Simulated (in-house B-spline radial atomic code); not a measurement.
# Ru³⁺: excited configurations

Aim: the energies of several excited configurations of Ru³⁺ above a reference configuration, each from its own self-consistent run.

Program: in-house B-spline radial atomic code version 1. Level of theory: scalar-relativistic (spin-free one-electron X2C) TPSSh, spin-polarised, spherical density, exact exchange averaged over the configuration, Fermi nucleus, basis-set limit. These are calculated values, not measurements, unless marked.

**1. The atom as given**

* element: ruthenium (Z = 44)
* charge: +3
* electrons: 41
* configuration: [Kr] 4d5
* Hamiltonian: scalar-relativistic (X2C)
* nucleus: Fermi, rms radius 4.481 fm

Outer shells as boxes (Hund's rule):

[Kr] 4d5
```
[Kr] core
4d [↑ ][↑ ][↑ ][↑ ][↑ ]
```

Where spins are not typed, each open shell is filled with up spins first.

**2. The reference configuration**

The run's settings:

```ini
Z = 44
electrons = 41.0
configuration = [Kr] 4d5
hamiltonian = x2c
method = tpssh
spin_polarised = True
nucleus = fermi
rms_radius = 4.4809
mass_number = 102
atomic_mass = 101.904340312
speed_of_light = 137.035999084
exact_exchange = averaged over the configuration
```

On the command line:

```bash
> python run_scf.py task.json out
```

One command runs all members of the session, one after another, from task.json.

**3. [Kr] 4d4 5d1**

Changes to the settings of step 2:

```diff
@@ -2,3 +2,3 @@
 electrons = 41.0
-configuration = [Kr] 4d5
+configuration = [Kr] 4d4 5d1
 hamiltonian = x2c
```

**4. Configuration [Ar] 3d10 4s2 4p5 4d5 5f1**

Changes to the settings of step 3:

```diff
@@ -2,3 +2,3 @@
 electrons = 41.0
-configuration = [Kr] 4d4 5d1
+configuration = [Ar] 3d10 4s2 4p5 4d5 5f1
 hamiltonian = x2c
```

**5. Run with [Ar] 3d9 4s2 4p6 4d6**

Changes to the settings of step 4:

```diff
@@ -2,3 +2,3 @@
 electrons = 41.0
-configuration = [Ar] 3d10 4s2 4p5 4d5 5f1
+configuration = [Ar] 3d9 4s2 4p6 4d6
 hamiltonian = x2c
```

**6. Run with [Ar] 3d9 4s2 4p6 4d5 4f1**

Changes to the settings of step 5:

```diff
@@ -2,3 +2,3 @@
 electrons = 41.0
-configuration = [Ar] 3d9 4s2 4p6 4d6
+configuration = [Ar] 3d9 4s2 4p6 4d5 4f1
 hamiltonian = x2c
```

**7. [Kr] 4d4 5s1**

Changes to the settings of step 6:

```diff
@@ -2,3 +2,3 @@
 electrons = 41.0
-configuration = [Ar] 3d9 4s2 4p6 4d5 4f1
+configuration = [Kr] 4d4 5s1
 hamiltonian = x2c
```

**8. [Ar] 3d9 4s2 4p6 4d5 5s1**

Changes to the settings of step 7:

```diff
@@ -2,3 +2,3 @@
 electrons = 41.0
-configuration = [Kr] 4d4 5s1
+configuration = [Ar] 3d9 4s2 4p6 4d5 5s1
 hamiltonian = x2c
```

Before running: How far above the reference does each configuration lie (order and size, in eV)?

The runs gave:

| net move | configuration | 2|M_S|+1 | energy above the reference (eV) | largest <r> (bohr) |
| --- | --- | --- | --- | --- |
| 4d → 5s | [Kr] 4d4 5s1 | 6 | 10.693 | 2.45 |
| 4d → 5d | [Kr] 4d4 5d1 | 6 | 27.448 | 3.84 |
| 4p → 5f | [Ar] 3d10 4s2 4p5 4d5 5f1 | 8 | 75.589 | 6.19 |
| 3d → 4d | [Ar] 3d9 4s2 4p6 4d6 | 6 | 282.44 | 1.39 |
| 3d → 5s | [Ar] 3d9 4s2 4p6 4d5 5s1 | 8 | 290.71 | 2.40 |
| 3d → 4f | [Ar] 3d9 4s2 4p6 4d5 4f1 | 8 | 311.16 | 3.39 |

What this shows: At the bottom stands 4d → 5s (10.693 eV), at the top 3d → 4f (311.16 eV). 4 of them lie more than 60 % above minus the reference's highest level (39.680 eV), in the range where a state can decay by emitting an electron. Two partly filled shells share a symmetry and can mix in the average, which may lower the energy, for: 4d → 5d; 3d → 4d. The reference has 2|M_S|+1 = 6; 3 of the configurations differ from it in spin. These are spherical averages at the typed spins, not spectroscopic levels.
